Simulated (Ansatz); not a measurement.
# (Cl2Ga-mu-SH)3 (Cl6Ga3H3S3): structure and electronic state

Aim: characterise (Cl2Ga-mu-SH)3 (Cl6Ga3H3S3) as a singlet: its structure, frontier levels and distribution of charge.

Program: Ansatz 0.2.0, Gaussian basis. Level of theory: RKS PBE0-D4/def2-TZVP. These are calculated values, not measurements.

Plan: relaxation at PBE-D4/def2-SVP; a single point at PBE0-D4/def2-TZVP.

### 1 The starting structure

15 atoms, charge 0, spin multiplicity 1.

Atoms are counted from 1 here; the program's logs count them from 0.

Bond lengths: Ga1–Cl2 2.087 Å, Ga1–Cl3 2.084 Å, Ga1–S4 2.437 Å, Ga1–S12 2.436 Å, S4–Ga5 2.454 Å, S4–H13 1.336 Å, Ga5–Cl6 2.091 Å, Ga5–Cl7 2.081 Å, Ga5–S8 2.429 Å, S8–Ga9 2.429 Å, S8–H14 1.339 Å, Ga9–Cl10 2.091 Å, Ga9–Cl11 2.083 Å, Ga9–S12 2.453 Å, S12–H15 1.336 Å. Angles: Cl2–Ga1–Cl3 121.8°, Cl2–Ga1–S4 105.4°, Cl2–Ga1–S12 105.4°, Cl3–Ga1–S4 112.2°, Cl3–Ga1–S12 112.3°, S4–Ga1–S12 96.5°, Ga1–S4–Ga5 109.1°, Ga1–S4–H13 92.3°, Ga5–S4–H13 90.3°, S4–Ga5–Cl6 103.3°, S4–Ga5–Cl7 110.4°, S4–Ga5–S8 103.1°, Cl6–Ga5–Cl7 123.1°, Cl6–Ga5–S8 104.4°, Cl7–Ga5–S8 110.7°, Ga5–S8–Ga9 108.6°, Ga5–S8–H14 95.9°, Ga9–S8–H14 95.9° and more.

The start is a GFN2-xTB geometry.

### 2 Optimising with PBE-D4/def2-SVP

Input file in.yaml:

```yaml
crystal:
  periodic: [false, false, false]
  atoms:
    - {symbol: Ga, position_ang: [2.076840, -0.593120, -0.501780]}
    - {symbol: Cl, position_ang: [3.407260, -1.942990, -1.375780]}
    - {symbol: Cl, position_ang: [2.734740, 1.148840, 0.433880]}
    - {symbol: S, position_ang: [0.396890, -0.143070, -2.208760]}
    - {symbol: Ga, position_ang: [-1.221380, 1.481790, -1.334800]}
    - {symbol: Cl, position_ang: [-2.558400, 1.730390, -2.923670]}
    - {symbol: Cl, position_ang: [-0.233250, 3.069940, -0.422920]}
    - {symbol: S, position_ang: [-2.465750, 0.191710, 0.304420]}
    - {symbol: Ga, position_ang: [-0.949700, -0.467120, 2.084330]}
    - {symbol: Cl, position_ang: [-2.070880, -1.788230, 3.255000]}
    - {symbol: Cl, position_ang: [0.029720, 1.194700, 2.870690]}
    - {symbol: S, position_ang: [0.648480, -1.936930, 0.943260]}
    - {symbol: H, position_ang: [1.119930, 0.849320, -2.734330]}
    - {symbol: H, position_ang: [-2.408820, -0.969110, -0.360460]}
    - {symbol: H, position_ang: [1.494340, -1.826120, 1.970940]}
basis:
  gaussian: {orbitals: def2-SVP}
hamiltonian: {xc: pbe, dispersion: d4}
scf: {lower_state_search: "off"}
output: {orbitals: {seedname: orbitals}}
relax: {f_tol: 0.03, max_steps: 70}
```

Run with:

```sh
$ ansatz run in.yaml --threads 2 --pin off --events-out ev --progress --plain --max-ram 32768MiB --backend cuda --devices 0, --max-vram 18GiB
```

After this run come: Single point, PBE0-D4/def2-TZVP.

Q: Predict the results of all the runs planned. Wanted: point group; commonest bond, hydrogen aside; HOMO, LUMO at PBE0-D4/def2-TZVP; dipole at PBE-D4/def2-SVP.

**Answer**, as computed:

| quantity | value |
| --- | --- |
| point group | Cs |
| commonest bond, hydrogen aside | Cl–Ga, 6 of mean length 2.160 Å |
| HOMO, LUMO at PBE0-D4/def2-TZVP | -8.96, -2.16 eV |
| dipole at PBE-D4/def2-SVP | 2.85 D |

**Reading.** The molecule keeps its bonding pattern by the stored test; the atoms moved 0.10 Å (rms). No usable vibrations, so a minimum isn't proven. The HOMO lies nearest to Cl3 50 %; Cl7, Cl11 about 17 % each and the LUMO to Ga1, Ga5, Ga9 about 13 % each; S4, S12 about 9 % each. The point group is read from a loosely relaxed geometry; soft torsions can leave it below the true symmetry.
